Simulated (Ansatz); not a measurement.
# Ba (bcc type): a single-point run

The task is a single-point run on Ba (bcc type).

Method: DFT, PBEsol, all-electron PAW with datasets made for the crystal, scalar-relativistic, in Ansatz 0.2.0.

### 1 Starting point

It takes space group Im-3m (No. 229, cubic). The conventional cell has a = 4.877 Å, b = 4.877 Å, c = 4.877 Å, α = 90.00°, β = 90.00°, γ = 90.00°. Ba (site symmetry m-3m) is surrounded by 8 Ba at 4.22 Å.

Coordinates:

```xyz
1
Lattice="-2.4387 2.4387 2.4387 2.4387 -2.4387 2.4387 2.4387 2.4387 -2.4387" Properties=species:S:1:pos:R:3 pbc="T T T"
Ba    0.0000    0.0000    0.0000
```

### 2 Input and run

The input, input.yaml:

```yaml
crystal:
  lattice:
    - [-2.4387096779, 2.4387096779, 2.4387096779]
    - [2.4387096779, -2.4387096779, 2.4387096779]
    - [2.4387096779, 2.4387096779, -2.4387096779]
  atoms:
    - { symbol: Ba, position: [0.0, 0.0, 0.0] }
kpoints:
  mp_grid: { grid: [11, 11, 11] }
scf:
  occupations: { method: fixed }
  max_iter: 80
hamiltonian:
  xc: pbesol
  pseudopotentials: { kind: all_electron, datasets: crystal }
output:
  forces: true
  stress: true
  eigenvalues: true
```

Run with:

```sh
$ ansatz run input.yaml --threads 1 --pin off --max-ram 2048MiB --backend cpu --events-out ev --progress --plain --runs-dir out
```

**Question.** How will this run end, and is anything wrong with its input?

This run ends as converged, with warnings (band overlap at count, crystal datasets made, metallic iterate). Its log warns: «a fill by count may have filled part of one level: at k-index 54 the highest filled band, 7.873131 eV, and the lowest empty band, 7.873133 eV, stand 2.028e-6 eV apart ...»

The suspect setting: scf.occupations.method is fixed; scf.occupations.width is missing. What could go wrong: fixed occupations where they can't hold. It still converged here, which does not make the setting sound.

The test: set scf.occupations.method to fermi_dirac and scf.occupations.width to 0.08.
